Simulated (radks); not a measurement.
# Ionising hafnium step by step, Hf⁶⁺ to Hf¹⁶⁺

One table from this session's results is given with a row withheld; the runs are named, their logs left out.

The numbers are computed with radks (a radial shooting solver on a logarithmic mesh, Libxc functionals) version 1 (Dirac Kohn-Sham, PBE, spin-unpolarised, spherical densities, finite nucleus; open shells fill j = l - 1/2 first), except any that are marked as measured or tabulated.

## Starting point

| Property | Result |
| --- | --- |
| element | hafnium (Z = 72) |
| charges | 6 to 16 |
| first configuration | [Kr] 4d10 4f13 5s2 5p5 |
| last configuration | [Kr] 4d10 4f10 |

The first run:

The run's settings:

```text
Z 72
configuration [Kr] 4d10 4f13 5s2 5p5 6s0 5d0
relativity Dirac
functional pbe,pbe
spin unpolarised
j_filling energy
nucleus finite rms 5.347 fm
c 137.035999084
```

Steps of the session up to this table: Hf⁶⁺, [Kr] 4d10 4f13 5s2 5p5; Hf⁷⁺, [Kr] 4d10 4f13 5s2 5p4; Hf⁸⁺, [Kr] 4d10 4f13 5s2 5p3; Hf⁹⁺, [Kr] 4d10 4f13 5s2 5p2; Hf¹⁰⁺, [Kr] 4d10 4f12 5s2 5p2; Hf¹¹⁺, [Kr] 4d10 4f12 5s2 5p1; Hf¹²⁺, [Kr] 4d10 4f12 5s2; Hf¹³⁺, [Kr] 4d10 4f11 5s2; Hf¹⁴⁺, [Kr] 4d10 4f11 5s1; Hf¹⁵⁺, [Kr] 4d10 4f11; Hf¹⁶⁺, [Kr] 4d10 4f10.

One table of the session follows, with a row left open; its other results are not shown here.

```
species  Δ-SCF (eV)  −ε(HOMO) (eV)
   Hf⁶⁺      116.71         99.694
   Hf⁷⁺      134.28         119.27
   Hf⁸⁺      152.28         139.52
   Hf⁹⁺      175.10         160.40
  Hf¹⁰⁺      204.65         190.08
  Hf¹¹⁺      225.02         213.27
  Hf¹²⁺           ?              ?
  Hf¹³⁺      302.81         270.03
  Hf¹⁴⁺      325.46         295.97
  Hf¹⁵⁺      340.29         322.40
```

Q: Estimate the row for Hf¹²⁺ from the others.

As computed: Δ-SCF (eV): 253.40; −ε(HOMO) (eV): 237.02. In the column «Δ-SCF (eV)» it lies between Hf¹¹⁺ (225.02) and Hf¹³⁺ (302.81).

Minus the highest eigenvalue gives 85 to 95 % of the Δ-SCF value along the ladder. Spin polarisation and multiplet splitting are left out, so open shells lie too high by an amount that depends on their filling.
